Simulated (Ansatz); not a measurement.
# CH5BClN: molecular dynamics

Purpose: to follow the molecule's vibrations and see whether its bonds hold. The start is relaxed first. Runs: 300 steps of 0.25 fs at constant energy (fourth-order Milne integrator), with velocities drawn for 400 K. SMILES of the start: CB(N)Cl.

Method: RKS B3LYP/6-31G*, in Ansatz 0.2.0.

### Step 1. The structure to begin with

Bond lengths: B1–N2 1.550 Å, N2–H3 1.060 Å, N2–H4 1.060 Å, B1–C5 1.600 Å, C5–H6 1.110 Å, C5–H7 1.110 Å, C5–H8 1.110 Å, B1–Cl9 1.860 Å. Angles: B1–N2–H3 120.0°, B1–N2–H4 120.0°, H3–N2–H4 120.0°, N2–B1–C5 120.0°, N2–B1–Cl9 120.0°, C5–B1–Cl9 120.0°, B1–C5–H6 109.5°, B1–C5–H7 109.5°, B1–C5–H8 109.5°, H6–C5–H7 109.4°, H6–C5–H8 109.4°, H7–C5–H8 109.4°.

Structure file:

```xyz
9

B     0.0000    0.0000    0.0000
N     0.0000    0.0000    1.5500
H    -0.8770   -0.2713    2.0800
H     0.8770    0.2713    2.0800
C     1.3856    0.0000   -0.8000
H     1.7152   -1.0462   -0.9702
H     1.2491    0.5080   -1.7774
H     2.1552    0.5381   -0.2082
Cl   -1.6108    0.0000   -0.9300
```

### Step 2. Preparing the start

The input, input.yaml:

```yaml
crystal:
  periodic: [false, false, false]
  atoms:
    - { symbol: B, position_ang: [0.0, 0.0, 0.0] }
    - { symbol: "N", position_ang: [0.0, 0.0, 1.55] }
    - { symbol: H, position_ang: [-0.877, -0.2713, 2.08] }
    - { symbol: H, position_ang: [0.877, 0.2713, 2.08] }
    - { symbol: C, position_ang: [1.3856, 0.0, -0.8] }
    - { symbol: H, position_ang: [1.7152, -1.0462, -0.9702] }
    - { symbol: H, position_ang: [1.2491, 0.508, -1.7774] }
    - { symbol: H, position_ang: [2.1552, 0.5381, -0.2082] }
    - { symbol: Cl, position_ang: [-1.6108, 0.0, -0.93] }
basis:
  gaussian: { orbitals: "6-31G*" }
hamiltonian:
  xc: b3lyp
relax:
  f_tol: 0.02
  max_steps: 40
```

The run is started by

```sh
ansatz run input.yaml --threads 1 --pin off --max-ram 2048MiB --backend cpu --events-out ev --progress --plain --runs-dir out
```

What it wrote, shortened:

```text
Warning: RAYON_NUM_THREADS=1 ignored (pool sized by the plan → 1); use --threads N
[...]
Functional definition: B3LYP
[...]
853 factors; integrals over basis functions are off by at most 4.4e-4 eV
[...]
mean field -15809.67554182 eV, -580.9948599789 hartree, gradient 2.4e-5 eV, S^2 0.000000; 0 other end points of the search recorded, 0 dependent functions left out
[...]
reference -15809.67574361 eV, -580.9948673946 hartree; 20, 20 occupied and 54, 54 virtual orbitals, 853 factors
relax step   1: F+E_penalty+E_count = -15809.67554182 eV  Δ(F+E_penalty+E_count) = +0.000e0 eV  max|allowed force component| = 3.257e0 eV/Å  Δτ_max = 0.0000 Å  (25 SCF iters, accepted)
[...]
relax step   3: F+E_penalty+E_count = -15810.32355221 eV  Δ(F+E_penalty+E_count) = -7.515e-2 eV  max|allowed force component| = 1.565e0 eV/Å  Δτ_max = 0.0647 Å  (28 SCF iters, accepted)
[...]
relax step   5: F+E_penalty+E_count = -15810.35990099 eV  Δ(F+E_penalty+E_count) = -1.322e-2 eV  max|allowed force component| = 1.914e-1 eV/Å  Δτ_max = 0.0556 Å  (25 SCF iters, accepted)
[...]
relax step   7: F+E_penalty+E_count = -15810.36964997 eV  Δ(F+E_penalty+E_count) = -1.890e-3 eV  max|allowed force component| = 3.157e-2 eV/Å  Δτ_max = 0.0560 Å  (24 SCF iters, accepted)
[...]
relax step   9: F+E_penalty+E_count = -15810.36972939 eV  Δ(F+E_penalty+E_count) = -7.942e-5 eV  max|allowed force component| = 1.214e-1 eV/Å  Δτ_max = 0.0388 Å  (24 SCF iters, accepted)
[...]
relax step  10: F+E_penalty+E_count = -15810.37021044 eV  Δ(F+E_penalty+E_count) = -4.811e-4 eV  max|allowed force component| = 6.318e-2 eV/Å  Δτ_max = 0.0350 Å  (24 SCF iters, accepted)
[...]
relax step  11: F+E_penalty+E_count = -15810.37046230 eV  Δ(F+E_penalty+E_count) = -2.519e-4 eV  max|allowed force component| = 2.303e-3 eV/Å  Δτ_max = 0.0078 Å  (23 SCF iters, accepted)
853 factors; integrals over basis functions are off by at most 3.9e-4 eV
mean field -15810.37046230 eV, -581.0203978355 hartree, gradient 1.1e-5 eV, S^2 0.000000; 1 other end points of the search recorded, 0 dependent functions left out
[...]
reference -15810.37066179 eV, -581.0204051667 hartree; 20, 20 occupied and 54, 54 virtual orbitals, 853 factors
Total energy: -15810.37066179 eV, -581.0204051667 hartree
Atom 0 at     0.041674    -0.077235     0.073514 Å, force    -0.000354     0.000129    -0.000277 eV/Å
Atom 1 at    -0.024425     0.086670     1.456781 Å, force    -0.001709    -0.000037     0.000923 eV/Å
Atom 2 at    -0.885283     0.028352     1.983462 Å, force    -0.000309     0.000594    -0.000499 eV/Å
Atom 3 at     0.794918     0.275545     2.017585 Å, force     0.000908    -0.000594     0.000242 eV/Å
Atom 4 at     1.373173     0.009813    -0.759513 Å, force     0.001860    -0.000118    -0.002303 eV/Å
Atom 5 at     1.551507    -0.926283    -1.303415 Å, force    -0.000046     0.000234     0.000334 eV/Å
Atom 6 at     1.303174     0.796758    -1.520884 Å, force    -0.000048     0.000056     0.000564 eV/Å
Atom 7 at     2.254765     0.214920    -0.140499 Å, force    -0.001307    -0.000060    -0.000088 eV/Å
Atom 8 at    -1.515202    -0.408639    -0.782832 Å, force     0.001004    -0.000204     0.001104 eV/Å
Dipole moment:     0.345520     0.111980     0.496583 e Å
```

It took 39 s on 1 thread of Arm Neoverse V2, shared host; peak memory 0.16 GiB.

Step by step:

```csv
step,energy from step 1 (eV),largest force component (eV/Å)
1,0.0000,3.2567
2,-0.5729,1.5236
3,-0.6480,1.5650
4,-0.6711,0.4874
5,-0.6844,0.1914
6,-0.6922,0.0865
7,-0.6941,0.0316
8x,-0.6939,0.1258
9,-0.6942,0.1214
10,-0.6947,0.0632
11,-0.6949,0.0023
```

Step 1 is the start. 1 step was tried and not accepted (marked x).

After: Bond lengths: B1–N2 1.395 Å, N2–H3 1.011 Å, N2–H4 1.011 Å, B1–C5 1.573 Å, C5–H6 1.097 Å, C5–H7 1.097 Å, C5–H8 1.097 Å, B1–Cl9 1.807 Å. Angles: B1–N2–H3 123.4°, B1–N2–H4 122.3°, H3–N2–H4 114.3°, N2–B1–C5 124.0°, N2–B1–Cl9 116.8°, C5–B1–Cl9 119.2°, B1–C5–H6 110.7°, B1–C5–H7 110.7°, B1–C5–H8 113.1°, H6–C5–H7 106.2°, H6–C5–H8 108.0°, H7–C5–H8 108.0°.

### Step 3. Dynamics

300 steps of 0.25 fs at constant energy (fourth-order milne integrator), with velocities drawn for 400 K, from the relaxed start.

The input, input.yaml:

```yaml
crystal:
  periodic: [false, false, false]
  atoms:
    - { symbol: B, position_ang: [0.041674, -0.077235, 0.073514] }
    - { symbol: "N", position_ang: [-0.024425, 0.08667, 1.456781] }
    - { symbol: H, position_ang: [-0.885283, 0.028352, 1.983462] }
    - { symbol: H, position_ang: [0.794918, 0.275545, 2.017585] }
    - { symbol: C, position_ang: [1.373173, 0.009813, -0.759513] }
    - { symbol: H, position_ang: [1.551507, -0.926283, -1.303415] }
    - { symbol: H, position_ang: [1.303174, 0.796758, -1.520884] }
    - { symbol: H, position_ang: [2.254765, 0.21492, -0.140499] }
    - { symbol: Cl, position_ang: [-1.515202, -0.408639, -0.782832] }
basis:
  gaussian: { orbitals: "6-31G*" }
hamiltonian:
  xc: b3lyp
md:
  timestep: 0.25
  n_steps: 300
  ensemble: nve_milne
  temperature: 400.0
  initial_velocities: maxwell_boltzmann
  seed: 79399
```

The run is started by

```sh
ansatz run input.yaml --threads 1 --pin off --max-ram 2048MiB --backend cpu --events-out ev --progress --plain --runs-dir out
```

What it wrote, shortened:

```text
Warning: RAYON_NUM_THREADS=1 ignored (pool sized by the plan → 1); use --threads N
[...]
[... 1 set-up line as earlier in the session ...]
[...]
851 factors; integrals over basis functions are off by at most 3.9e-4 eV
[...]
mean field -15810.37047531 eV, -581.0203983135 hartree, gradient 3.0e-5 eV, S^2 0.000000; 0 other end points of the search recorded, 0 dependent functions left out
[...]
reference -15810.37067415 eV, -581.0204056209 hartree; 20, 20 occupied and 54, 54 virtual orbitals, 851 factors
md step     0: t =     0.00 fs  T =   400.0 K  F+E_penalty+E_count = -15810.37047531 eV  E_kin = 0.361928 eV  conserved = -15810.00854731 eV  (24 SCF iters)
[...]
md step    20: t =     5.00 fs  T =   194.7 K  F+E_penalty+E_count = -15810.18472752 eV  E_kin = 0.176176 eV  conserved = -15810.00855167 eV  (26 SCF iters)
[...]
md step    40: t =    10.00 fs  T =   190.0 K  F+E_penalty+E_count = -15810.18045276 eV  E_kin = 0.171903 eV  conserved = -15810.00854961 eV  (23 SCF iters)
[...]
md step    60: t =    15.00 fs  T =   188.2 K  F+E_penalty+E_count = -15810.17882211 eV  E_kin = 0.170274 eV  conserved = -15810.00854836 eV  (23 SCF iters)
[...]
md step    79: t =    19.75 fs  T =   192.1 K  F+E_penalty+E_count = -15810.18234020 eV  E_kin = 0.173791 eV  conserved = -15810.00854952 eV  (22 SCF iters)
md step    80: t =    20.00 fs  T =   191.7 K  F+E_penalty+E_count = -15810.18199532 eV  E_kin = 0.173445 eV  conserved = -15810.00854987 eV  (23 SCF iters)
```

### Step 4. The log goes on: dynamics from the start

Output, continued, shortened:

```text
md step    81: t =    20.25 fs  T =   191.9 K  F+E_penalty+E_count = -15810.18220362 eV  E_kin = 0.173651 eV  conserved = -15810.00855226 eV  (22 SCF iters)
[...]
md step   107: t =    26.75 fs  T =   169.8 K  F+E_penalty+E_count = -15810.16217346 eV  E_kin = 0.153623 eV  conserved = -15810.00855074 eV  (23 SCF iters)
[...]
md step   133: t =    33.25 fs  T =   240.7 K  F+E_penalty+E_count = -15810.22633331 eV  E_kin = 0.217782 eV  conserved = -15810.00855108 eV  (23 SCF iters)
[...]
md step   159: t =    39.75 fs  T =   216.8 K  F+E_penalty+E_count = -15810.20469291 eV  E_kin = 0.196143 eV  conserved = -15810.00854964 eV  (23 SCF iters)
[...]
md step   183: t =    45.75 fs  T =   125.6 K  F+E_penalty+E_count = -15810.12217883 eV  E_kin = 0.113627 eV  conserved = -15810.00855150 eV  (23 SCF iters)
md step   184: t =    46.00 fs  T =   134.9 K  F+E_penalty+E_count = -15810.13065001 eV  E_kin = 0.122101 eV  conserved = -15810.00854858 eV  (22 SCF iters)
```

### Step 5. The output, continued: dynamics from the start

Output, continued, shortened:

```text
md step   185: t =    46.25 fs  T =   144.1 K  F+E_penalty+E_count = -15810.13896093 eV  E_kin = 0.130411 eV  conserved = -15810.00854973 eV  (22 SCF iters)
[...]
md step   206: t =    51.50 fs  T =   275.5 K  F+E_penalty+E_count = -15810.25786084 eV  E_kin = 0.249312 eV  conserved = -15810.00854924 eV  (23 SCF iters)
[...]
md step   227: t =    56.75 fs  T =   225.6 K  F+E_penalty+E_count = -15810.21265179 eV  E_kin = 0.204102 eV  conserved = -15810.00854967 eV  (23 SCF iters)
[...]
md step   248: t =    62.00 fs  T =   220.9 K  F+E_penalty+E_count = -15810.20837905 eV  E_kin = 0.199830 eV  conserved = -15810.00854948 eV  (23 SCF iters)
[...]
md step   299: t =    74.75 fs  T =   305.6 K  F+E_penalty+E_count = -15810.28505116 eV  E_kin = 0.276501 eV  conserved = -15810.00855012 eV  (23 SCF iters)
[...]
Total energy: -15810.28466283 eV, -581.0172447631 hartree
Atom 0 at     0.073089    -0.033287     0.054361 Å, force    -0.301770    -0.702325    -0.483862 eV/Å
Atom 1 at    -0.056755     0.043163     1.430961 Å, force     0.415950     0.598927     0.951313 eV/Å
Atom 2 at    -0.963542     0.128686     1.869422 Å, force    -0.078234    -0.210219    -0.027637 eV/Å
Atom 3 at     0.698330     0.257338     2.083001 Å, force    -0.107098    -0.078535    -0.415275 eV/Å
Atom 4 at     1.416415     0.011596    -0.773696 Å, force    -0.340344    -0.127062    -0.038843 eV/Å
Atom 5 at     1.701837    -0.965476    -1.188031 Å, force    -0.088905    -0.086321     0.279035 eV/Å
Atom 6 at     1.308371     0.634614    -1.655511 Å, force    -0.116117     0.383784    -0.258728 eV/Å
Atom 7 at     2.246783     0.405072    -0.194739 Å, force     0.304597     0.025335     0.195341 eV/Å
Atom 8 at    -1.525882    -0.407472    -0.758512 Å, force     0.311922     0.196416    -0.201344 eV/Å
Dipole moment:     0.368994     0.184709     0.493110 e Å
```

Wall time 14 min (1 thread of Arm Neoverse V2, shared host); peak memory 0.16 GiB.

### Step 6. What the atoms did

One step in 12; energies are changes from step 0:

```csv
time (fs),T (K),potential energy change (meV/atom),total energy change (meV/atom)
0.0,400,0.0,0.00
3.0,243,15.8,0.00
6.0,153,24.8,0.00
9.0,160,24.1,0.00
12.0,192,21.0,0.00
15.0,188,21.3,0.00
18.0,187,21.4,0.00
21.0,198,20.3,0.00
24.0,214,18.7,0.00
27.0,173,22.8,0.00
30.0,104,29.8,0.00
33.0,234,16.7,0.00
36.0,275,12.5,0.00
39.0,257,14.3,0.00
42.0,154,24.8,0.00
45.0,103,29.9,0.00
48.0,186,21.5,0.00
51.0,272,12.9,0.00
54.0,222,17.9,0.00
57.0,221,18.0,0.00
60.0,240,16.1,0.00
63.0,187,21.4,0.00
66.0,136,26.6,0.00
69.0,134,26.8,0.00
72.0,215,18.6,0.00
75.0,305,9.6,0.00
```

time (fs), T (K) and a bar:
```
      0.0        400 ##############################
      3.2        235 #############
      6.5        131 ##
      9.8        185 ########
     13.0        196 #########
     16.2        168 ######
     19.5        193 ########
     22.8        227 ############
     26.0        163 #####
     29.2        125 #
     32.5        211 ##########
     35.8        267 ################
     39.2        244 ##############
     42.5        143 ###
     45.8        126 #
     49.0        208 ##########
     52.2        265 ################
     55.5        233 #############
     58.8        210 ##########
     62.0        221 ###########
     65.2        160 #####
     68.5        112 
     71.8        212 ##########
     75.0        305 ####################
```

### Step 7. Frames from the trajectory

Extended XYZ, with forces in eV/Å:

```xyz
9
time_fs=9.5 T=178 dE=0.2006
B     0.032   -0.054    0.107    0.198   -1.276   -1.107
N     0.006    0.066    1.487   -0.235    0.549    0.163
H    -0.872    0.225    1.966    0.091   -0.130    0.208
H     0.834    0.342    2.004   -0.184   -0.103   -0.016
C     1.353   -0.021   -0.759    0.097    0.705    0.203
H     1.729   -0.841   -1.370   -0.476   -0.590    0.289
H     1.194    0.757   -1.489   -0.169    0.619   -0.584
H     2.192    0.348   -0.179    0.455   -0.014    0.400
Cl   -1.519   -0.410   -0.802    0.223    0.240    0.444
9
time_fs=18.8 T=194 dE=0.1867
B     0.033   -0.107    0.084   -0.043    0.402    1.531
N     0.015    0.073    1.514    0.014    0.162   -1.238
H    -0.806    0.295    2.058   -0.262   -0.308   -0.132
H     0.855    0.351    2.013   -0.016   -0.122   -0.284
C     1.353    0.016   -0.763   -0.893   -1.172    0.900
H     1.555   -0.982   -1.186    0.227    0.426   -0.282
H     1.111    0.735   -1.515    0.223    0.470   -1.036
H     2.183    0.354   -0.164    0.553    0.115    0.154
Cl   -1.518   -0.407   -0.812    0.197    0.028    0.387
9
time_fs=28.0 T=171 dE=0.2069
B     0.029   -0.136    0.132   -0.213    1.057   -1.756
N     0.013    0.088    1.484    0.114   -0.100    0.489
H    -0.814    0.127    2.056   -0.029   -0.104    0.241
H     0.897    0.309    1.922   -0.194    0.069    0.349
C     1.323    0.044   -0.746    0.698   -1.856   -0.507
H     1.519   -0.979   -1.171    0.065    0.398    0.363
H     1.270    0.607   -1.676   -0.488    0.559    0.123
H     2.250    0.318   -0.232   -0.100    0.128    0.207
Cl   -1.512   -0.403   -0.812    0.148   -0.152    0.491
9
time_fs=37.5 T=309 dE=0.0824
B     0.014   -0.090    0.088    0.365    0.230    0.453
N     0.005    0.098    1.478   -0.058   -0.246    0.179
H    -0.769   -0.135    2.086   -0.215    0.165   -0.147
H     0.846    0.304    2.012   -0.058   -0.096   -0.317
C     1.325    0.002   -0.753    0.793    0.352   -0.445
H     1.611   -1.008   -1.126   -0.224    0.512   -0.081
H     1.174    0.691   -1.621    0.204   -0.635    0.389
H     2.207    0.375   -0.187   -0.439   -0.118   -0.149
Cl   -1.504   -0.402   -0.802   -0.369   -0.163    0.117
9
time_fs=47.0 T=167 dE=0.2110
B     0.023   -0.031    0.060    0.150   -0.944    1.226
N    -0.017    0.093    1.479    0.304   -0.083   -0.979
H    -0.804   -0.249    2.015   -0.042    0.325    0.095
H     0.837    0.251    2.014   -0.370   -0.165   -0.131
C     1.354   -0.027   -0.764   -0.440    1.703   -0.371
H     1.646   -0.995   -1.194    0.001    0.167    0.308
H     1.138    0.671   -1.627    0.654   -0.589    0.586
H     2.122    0.429   -0.105    0.168   -0.408   -0.667
Cl   -1.503   -0.405   -0.788   -0.426   -0.007   -0.067
9
time_fs=56.2 T=233 dE=0.1515
B     0.045   -0.034    0.092   -0.137   -0.260   -2.055
N    -0.041    0.079    1.442    0.451    0.010    1.808
H    -0.884   -0.113    1.963   -0.082    0.069    0.001
H     0.794    0.137    2.020   -0.213    0.130   -0.096
C     1.362    0.012   -0.770    1.349    0.575   -0.478
H     1.641   -0.986   -1.104   -0.295   -0.526   -0.116
H     1.387    0.608   -1.715   -0.623   -0.216    0.625
H     2.291    0.331   -0.253   -0.498    0.117    0.310
Cl   -1.512   -0.408   -0.775    0.047    0.101    0.001
9
time_fs=65.5 T=153 dE=0.2232
B     0.060   -0.053    0.034    0.047    0.785    1.632
N    -0.054    0.061    1.457    0.531   -0.072   -1.149
H    -0.956    0.085    1.909   -0.008   -0.207    0.133
H     0.744    0.125    2.084   -0.240    0.176   -0.218
C     1.422    0.041   -0.782   -1.494   -0.193    0.509
H     1.466   -1.011   -1.018    0.769   -0.712   -0.660
H     1.298    0.598   -1.718    0.252   -0.019    0.144
H     2.299    0.324   -0.199    0.024    0.158   -0.077
Cl   -1.520   -0.409   -0.764    0.119    0.085   -0.315
9
time_fs=75.0 T=305 dE=0.0860
B     0.073   -0.033    0.054   -0.302   -0.702   -0.484
N    -0.057    0.043    1.431    0.416    0.599    0.951
H    -0.964    0.129    1.869   -0.078   -0.210   -0.028
H     0.698    0.257    2.083   -0.107   -0.079   -0.415
C     1.416    0.012   -0.774   -0.340   -0.127   -0.039
H     1.702   -0.966   -1.188   -0.089   -0.086    0.279
H     1.308    0.635   -1.655   -0.116    0.384   -0.259
H     2.247    0.405   -0.195    0.305    0.025    0.195
Cl   -1.526   -0.407   -0.758    0.312    0.196   -0.201
```

### Step 8. What came out

```
                          quantity                         value
           relaxation of the start       9 moves, 0.695 eV lower
                            length          300 steps of 0.25 fs
  temperature, first and last step                 400 and 305 K
          temperature, second half  mean 200 K, from 95 to 309 K
     potential energy, second half   +20 meV/atom from the start
largest change of the total energy                 0.00 meV/atom
            bonds formed or broken                             0
```

What this shows: The temperature starts at 400 K and averages 200 K in the second half, where it ranges from 95 to 309 K; a mean near half the start is what vibrations about a minimum give, since they share energy equally between motion and strain. The total energy strays from its start by at most 0.00 meV/atom, under 0.1 % of the mean kinetic energy, so a step of 0.25 fs is short enough over this time. The bonds all hold. A run of 75 fs with 9 atoms shows the motion but fixes no equilibrium value. The nuclei move classically, without zero-point motion, which matters most for hydrogen.
